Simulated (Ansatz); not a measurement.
# CH3BCl2: the cost of one run

Program: the Python package of Ansatz 0.2.0. Level of theory: MP2/cc-pVTZ. These are calculated values, not measurements.

## (1) The system

Bond lengths: Cl1–B2 1.817 Å, B2–C3 1.556 Å, C3–Cl4 1.785 Å, B2–H5 1.191 Å, C3–H6 1.137 Å, C3–H7 1.125 Å. Angles: Cl1–B2–C3 118.5°, Cl1–B2–H5 121.5°, C3–B2–H5 120.0°, B2–C3–Cl4 113.1°, B2–C3–H6 110.3°, B2–C3–H7 112.4°, Cl4–C3–H6 106.3°, Cl4–C3–H7 108.6°, H6–C3–H7 105.6°.

No structure file is read: the coordinates are typed or built in the script.

## (2) The code

Input file tae_ch3bcl2.py:

```python
"""Atomisation energy of CH3BCl2 at the given geometry."""

from collections import Counter

import ansatz as az


def single_point(molecule, charge=0, unpaired=0):
    calc = (
        molecule.calculation()
        .basis(gaussian="cc-pVTZ")
        .correlation("MP2")
        .accuracy("high")
        .scf(lower_state_search="standard")
    )
    if charge:
        calc = calc.charge(charge)
    if unpaired:
        calc = calc.spin("collinear", total=unpaired)
    return calc.run().report["free_energy_ev"]

GEOMETRY = """
Cl   -2.28390   -0.26790    0.12840
B    -0.68490    0.37300   -0.44840
C     0.60780   -0.09220    0.28200
Cl    0.92570   -1.83880    0.09760
H    -0.61360    1.15740   -1.34230
H     1.51640    0.44470   -0.14190
H     0.59380    0.15580    1.37880
"""


def main() -> None:
    geometry = az.Crystal.molecule()
    for line in GEOMETRY.strip().splitlines():
        symbol, *xyz = line.split()
        geometry = geometry.atom(symbol, [float(v) for v in xyz])

    # unpaired electrons of the ground-state atoms
    unpaired = {"Cl": 1, "B": 1, "C": 2, "H": 1}
    counts = Counter(site.symbol for site in geometry.cartesian_sites)
    atom_energy = {s: single_point(az.Crystal.molecule().atom(s, (0, 0, 0)), 0, unpaired[s]) for s in counts}
    whole = single_point(geometry, 0, 0)
    for s, e in atom_energy.items():
        print(f"{s:2s} x{counts[s]}  {e:14.5f} eV")
    print(f"CH3BCl2: {whole:.5f} eV")
    split = sum(counts[s] * e for s, e in atom_energy.items()) - whole
    print(f"atomisation energy (no zero-point term): {96.485332 * split:.1f} kJ/mol, {split / sum(counts.values()):.3f} eV an atom")


if __name__ == "__main__":
    main()
```

## (3) The input behind the calls

The engine receives this input (first run):

```yaml
crystal:
  periodic: [false, false, false]
  atoms:
    - { symbol: Cl, position_ang: [0.0, 0.0, 0.0] }
accuracy: high
basis:
  gaussian:
    orbitals: cc-pVTZ
magnetization:
  spin_polarized: true
  initial_magnetization: 1.0
correlation:
  method: mp2
scf:
  lower_state_search: standard
```

## (4) Running it

The run is started by

```console
> python tae_ch3bcl2.py
```

**Question.** How long does this script take on 1 thread of AMD EPYC 7R43 (Zen 3), shared host, and how much memory does it need?

About 19 s, with a peak of 0.76 GiB.
